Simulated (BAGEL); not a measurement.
# C2F6 (hexafluoroethane): a chain of runs

We compute a single-point energy (HF/6-31G*), then a single-point energy (NEVPT2(2,2)/6-31G*) of C2F6 (hexafluoroethane). 

The calculation is run with BAGEL 1.2.2.

## 1. The molecule

The species is C2F6 (8 atoms), meant as a singlet with charge 0. As SMILES, `FC(F)(F)C(F)(F)F`. The shape is that of a PBE0-D4/def2-TZVP optimisation.

Bond lengths: F1–C2 1.325 Å, C2–F3 1.325 Å, C2–F4 1.325 Å, C2–C5 1.549 Å, C5–F6 1.325 Å, C5–F7 1.325 Å, C5–F8 1.325 Å. Some angles: F1–C2–F3 109.1°, F1–C2–F4 109.1°, F1–C2–C5 109.8°, F3–C2–F4 109.1°, F3–C2–C5 109.8°, F4–C2–C5 109.8°, C2–C5–F6 109.8°, C2–C5–F7 109.8°, C2–C5–F8 109.8°, F6–C5–F7 109.1°.

## 2. The energy at HF/6-31G(d) (density fitting with svp-jkfit, spherical functions) (run 1)

calc.json

```json
{ "bagel" : [

{
  "title" : "molecule",
  "basis" : "6-31gs.json",
  "df_basis" : "svp-jkfit",
  "geometry" : [
    { "atom" : "F", "xyz" : [     2.01371295,    -1.44995851,     2.17695883 ] },
    { "atom" : "C", "xyz" : [     1.25230450,    -0.75083543,    -0.10377053 ] },
    { "atom" : "F", "xyz" : [     3.01621265,     0.68267301,    -1.15447715 ] },
    { "atom" : "F", "xyz" : [     0.90442481,    -2.79043574,    -1.51409203 ] },
    { "atom" : "C", "xyz" : [    -1.25226481,     0.75073150,     0.10372707 ] },
    { "atom" : "F", "xyz" : [    -0.90139936,     2.79617105,     1.50490230 ] },
    { "atom" : "F", "xyz" : [    -2.01951251,     1.44034925,    -2.17790936 ] },
    { "atom" : "F", "xyz" : [    -3.01316831,    -0.67888411,     1.16465711 ] }
  ]
},

{ "title" : "hf" },

{ "title" : "print", "file" : "orbitals.molden", "orbitals" : true }

]}
```

The basis set 6-31G* is read from a file made from the Basis Set Exchange's data (not shown).

Run with:

```console
$ BAGEL_NUM_THREADS=1 BAGEL calc.json > calc.out
```

The program printed:

```text
* using 1 threads per process

  ===============================================================
  ===============================================================

  *** Geometry ***

  { "atom" : "F", "xyz" : [      2.013713,     -1.449959,      2.176959 ] },
  { "atom" : "C", "xyz" : [      1.252304,     -0.750835,     -0.103771 ] },
  { "atom" : "F", "xyz" : [      3.016213,      0.682673,     -1.154477 ] },
  { "atom" : "F", "xyz" : [      0.904425,     -2.790436,     -1.514092 ] },
  { "atom" : "C", "xyz" : [     -1.252265,      0.750731,      0.103727 ] },
  { "atom" : "F", "xyz" : [     -0.901399,      2.796171,      1.504902 ] },
  { "atom" : "F", "xyz" : [     -2.019513,      1.440349,     -2.177909 ] },
  { "atom" : "F", "xyz" : [     -3.013168,     -0.678884,      1.164657 ] },

  Number of auxiliary basis functions:      612

  Since a DF basis is specified, we compute 2- and 3-index integrals:
    o Being stored without compression. Storage requirement is 0.061 GB

  Number of basis functions:      112
  Number of electrons      :       66

    * METHOD: MOLECULE                             0.44

  *** RHF ***

  === Nuclear Repulsion ===
   464.0389516402

      * DIIS with orbital gradients will be used.

  === RHF iteration (6-31gs.json) ===
      0       -671.90408211          0.02490578           0.16
      1       -672.17610025          0.01772233           0.15
      2       -672.37393418          0.00115185           0.15
      3       -672.37612632          0.00019391           0.15
      4       -672.37619456          0.00006003           0.15
      5       -672.37620210          0.00001238           0.20
      6       -672.37620234          0.00000188           0.21
      7       -672.37620235          0.00000042           0.20
      8       -672.37620235          0.00000019           0.21
      9       -672.37620235          0.00000004           0.19
     10       -672.37620235          0.00000001           0.18
    * SCF iteration converged.

    * Permanent dipole moment:
           (    0.000058,     0.000082,     0.000069) a.u.

    * METHOD: HF                                   2.19

    * METHOD: PRINT                                0.01

  ===============================================================
```

It took 3 s on 1 thread of Intel Xeon 6975P-C (Granite Rapids), shared host; peak memory 0.21 GiB.

## 3. A single-point energy at NEVPT2(2,2)/6-31G(d) (density fitting with svp-jkfit, spherical functions) (run 2)

calc.json

```json
{ "bagel" : [

{
  "title" : "molecule",
  "basis" : "6-31gs.json",
  "df_basis" : "svp-jkfit",
  "geometry" : [
    { "atom" : "F", "xyz" : [  2.01371295, -1.44995851,  2.17695883 ] },
    { "atom" : "C", "xyz" : [  1.25230450, -0.75083543, -0.10377053 ] },
    { "atom" : "F", "xyz" : [  3.01621265,  0.68267301, -1.15447715 ] },
    { "atom" : "F", "xyz" : [  0.90442481, -2.79043574, -1.51409203 ] },
    { "atom" : "C", "xyz" : [ -1.25226481,  0.75073150,  0.10372707 ] },
    { "atom" : "F", "xyz" : [ -0.90139936,  2.79617105,  1.50490230 ] },
    { "atom" : "F", "xyz" : [ -2.01951251,  1.44034925, -2.17790936 ] },
    { "atom" : "F", "xyz" : [ -3.01316831, -0.67888411,  1.16465711 ] }
  ]
},
{ "title" : "hf" },
{ "title" : "nevpt2", "nstate" : 1, "nact" : 2, "nclosed" : 32, "active" : [15, 36], "maxiter" : 200, "natocc" : true, "ncore" : 8 },
{ "title" : "print", "file" : "orbitals.molden", "orbitals" : true }

]}
```

The basis set 6-31G* is read from a file made from the Basis Set Exchange's data (not shown).

Run with:

```console
$ BAGEL_NUM_THREADS=1 BAGEL calc.json > calc.out
```

The program printed:

```text
* using 1 threads per process

  ===============================================================
  ===============================================================

  *** Geometry ***

  { "atom" : "F", "xyz" : [      2.013713,     -1.449959,      2.176959 ] },
  { "atom" : "C", "xyz" : [      1.252304,     -0.750835,     -0.103771 ] },
  { "atom" : "F", "xyz" : [      3.016213,      0.682673,     -1.154477 ] },
  { "atom" : "F", "xyz" : [      0.904425,     -2.790436,     -1.514092 ] },
  { "atom" : "C", "xyz" : [     -1.252265,      0.750731,      0.103727 ] },
  { "atom" : "F", "xyz" : [     -0.901399,      2.796171,      1.504902 ] },
  { "atom" : "F", "xyz" : [     -2.019513,      1.440349,     -2.177909 ] },
  { "atom" : "F", "xyz" : [     -3.013168,     -0.678884,      1.164657 ] },

  Number of auxiliary basis functions:      612

  Since a DF basis is specified, we compute 2- and 3-index integrals:
    o Being stored without compression. Storage requirement is 0.061 GB

  Number of basis functions:      112
  Number of electrons      :       66

    * METHOD: MOLECULE                             0.45

  *** RHF ***

  === Nuclear Repulsion ===
   464.0389516402

      * DIIS with orbital gradients will be used.

  === RHF iteration (6-31gs.json) ===
      0       -671.90408211          0.02490578           0.15
      1       -672.17610025          0.01772233           0.17
      2       -672.37393418          0.00115185           0.14
      3       -672.37612632          0.00019391           0.14
      4       -672.37619456          0.00006003           0.19
      5       -672.37620210          0.00001238           0.18
      6       -672.37620234          0.00000188           0.17
      7       -672.37620235          0.00000042           0.16
      8       -672.37620235          0.00000019           0.20
      9       -672.37620235          0.00000004           0.19
     10       -672.37620235          0.00000001           0.14
    * SCF iteration converged.

    * Permanent dipole moment:
           (    0.000058,     0.000082,     0.000069) a.u.

    * METHOD: HF                                   2.11

    * freezing 8 orbitals
  ---------------------------
      CASSCF calculation
  ---------------------------

    ==== Active orbitals : =====
         Orbital 15
         Orbital 36
    ============================

    * nstate   :      1
    * nclosed  :     32
    * nact     :      2
    * nvirt    :     78
  === CASSCF iteration (6-31gs.json) ===

    * Using the second-order algorithm

      0  0      -672.37634090     2.44e-05      0.03

      1  0      -672.37942437     3.08e-04      0.59

      2  0      -672.39328142     5.33e-04      0.64

      3  0      -672.39505032     8.50e-05      0.73

      4  0      -672.39507258     9.40e-06      0.72

      5  0      -672.39507280     9.29e-07      0.73

      6  0      -672.39507280     8.73e-08      0.74

      7  0      -672.39507280     8.16e-09      0.70

    * Second-order optimization converged. *

     guess   0:   closed 1.                   open ..

  === FCI iteration ===

      0  0      -672.37603797     9.43e-02      0.00
      1  0      -672.39507280     1.91e-08      0.00
      2  0 *    -672.39507280     7.11e-16      0.00

     * ci vector, state   0, <S^2> = 0.0000
       2.     0.9949496784
       .2    -0.1003749842

  === DF-NEVPT2 calculation ===

    * 3-index integral transformation done
    * assembly done

      NEVPT2 correlation energy:   -1.2303328200      0.49

          (+0)     -1.1418606813
          (+0)'    -0.0211739233
          (+1)     -0.0194335707
          (+1)'    -0.0000000000
          (+2)     -0.0002604665
          (-1)     -0.0398561446
          (-1)'     0.0000000000
          (-2)     -0.0077480336

      NEVPT2 total energy:       -673.6254056217

    * METHOD: NEVPT2                               5.98

    * METHOD: PRINT                                0.01

  ===============================================================
```

It took 9 s on 1 thread of Intel Xeon 6975P-C (Granite Rapids), shared host; peak memory 0.22 GiB.

## 4. Summary of results

| quantity | value |
| --- | --- |
| run 1, HF/6-31G*: total energy | -672.37620 Eh |
| run 1, HF/6-31G*: dipole moment | 0.00 D |
| run 1, HF/6-31G*: HOMO energy | -15.91 eV |
| run 1, HF/6-31G*: LUMO energy | 7.98 eV |
| run 1, HF/6-31G*: HOMO–LUMO gap | 23.89 eV |
| run 2, NEVPT2(2,2)/6-31G*: total energy | -673.62541 Eh |
